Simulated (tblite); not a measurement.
# C3H9BO2Si: the cost of one run

Programs: tblite 0.8.0 and PySCF 2.14.0, with density-fitted response routines of our own. Each step states its level of theory. These are calculated values for one molecule in the gas phase, unless marked as measured. Atoms are numbered from 0 throughout.

## (1) The starting structure

16 atoms, charge 0, multiplicity 1; geometry from: force field or distance geometry start.

Bonds of the start (Å): C0–C1 1.33, C1–C2 1.51, C2–Si3 1.85, C1–B4 1.57, B4–O5 1.47, B4–O6 1.49, C0–H7 1.08, C0–H8 1.09, C2–H9 1.11, C2–H10 1.12, Si3–H11 1.48, Si3–H12 1.47, Si3–H13 1.49, O5–H14 1.00, O6–H15 1.01.

## (2) Optimising the geometry with GFN2-xTB

Job settings and geometry (Å):

```
{"job": {"kind": "relax", "xc": "GFN2-xTB", "basis": "xTB"}, "charge": 0, "multiplicity": 1}
C     -0.924300    -1.465200     0.518200
C     -0.287500    -0.301000     0.381500
C      1.169000    -0.147000     0.740900
Si     2.224300     0.397600    -0.671600
B     -1.084600     0.941200    -0.144400
O     -2.142500     1.377900     0.772100
O     -1.530100     0.870000    -1.565500
H     -0.456400    -2.366300     0.888200
H     -1.975500    -1.458100     0.235900
H      1.166300     0.575200     1.586600
H      1.500700    -1.161100     1.074800
H      2.329500    -0.746300    -1.608300
H      1.716700     1.595200    -1.349200
H      3.578600     0.680400    -0.116900
H     -2.793000     0.619600     0.801400
H     -2.498900     0.596800    -1.555000
```

Command:

```sh
> OMP_NUM_THREADS=1 python probes_run.py task.json out
```

The driver reads the jobs from task.json and runs them one after another.

**Question.** How long does this first job take on 1 thread of Arm Neoverse V1, shared host?

About 1.2 s.
